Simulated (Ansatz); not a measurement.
# SiBr₄: small, medium and large basis sets

One table from this session's results is given with a row withheld; the runs are named, their logs left out.

The runs use Ansatz 0.2.0, Gaussian basis; one geometry, several basis sets.

Plan: PBE0-D4/def2-SVP; ωB97M-V/def2-SVP; PBE0-D4/def2-QZVPP; ωB97M-V/def2-QZVPP; the functionals' def2-TZVPP values are taken from earlier runs.

2 further runs of the same task are left out: 2 that didn't finish.

## Structure used throughout

All runs share one geometry, relaxed beforehand with PBE0-D4 in a triple-zeta def2 set.

SMILES `Br[Si](Br)(Br)Br`, 5 atoms, charge 0, spin multiplicity 1.

Atoms are counted from 1 here; the program's logs count them from 0.

Bond lengths: Br1–Si2 2.194 Å, Si2–Br3 2.194 Å, Si2–Br4 2.194 Å, Si2–Br5 2.194 Å. Angles: Br1–Si2–Br3 109.5°, Br1–Si2–Br4 109.5°, Br1–Si2–Br5 109.5°, Br3–Si2–Br4 109.5°, Br3–Si2–Br5 109.5°, Br4–Si2–Br5 109.5°.

Set-up of the first run:

The input, in.yaml:

```yaml
crystal:
  periodic: [false, false, false]
  atoms:
    - {symbol: Br, position_ang: [-1.190215, 0.095809, 1.824986]}
    - {symbol: Si, position_ang: [0.009974, -0.014739, -0.008279]}
    - {symbol: Br, position_ang: [1.848133, -1.145055, 0.388056]}
    - {symbol: Br, position_ang: [-1.144242, -1.022788, -1.578362]}
    - {symbol: Br, position_ang: [0.526250, 2.013073, -0.667801]}
basis:
  gaussian: {orbitals: def2-SVP}
hamiltonian: {xc: pbe0, dispersion: d4}
output: {orbitals: {seedname: orbitals}}
```

The run is started by

```
> ansatz run in.yaml --threads 2 --pin off --events-out ev --progress --plain --max-ram 22528MiB --backend cpu
```

Steps of the session up to this table: PBE0-D4 in def2-SVP; ωB97M-V in def2-SVP; PBE0-D4 in def2-QZVPP; ωB97M-V in def2-QZVPP.

One table of the session follows, with a row left open; its other results are not shown here.

It belongs to the step «Density functionals: the series». 

| functional | basis | HOMO (eV) |
| --- | --- | --- |
| PBE0-D4 | def2-SVP | ? |
| PBE0-D4 | def2-TZVPP | -8.69 |
| PBE0-D4 | def2-QZVPP | -8.70 |
| ωB97M-V | def2-SVP | -10.78 |
| ωB97M-V | def2-TZVPP | -10.88 |
| ωB97M-V | def2-QZVPP | -10.89 |

Estimate the missing values for PBE0-D4, def2-SVP.

As computed: HOMO (eV): -8.63. In the column «HOMO (eV)» it is the highest.
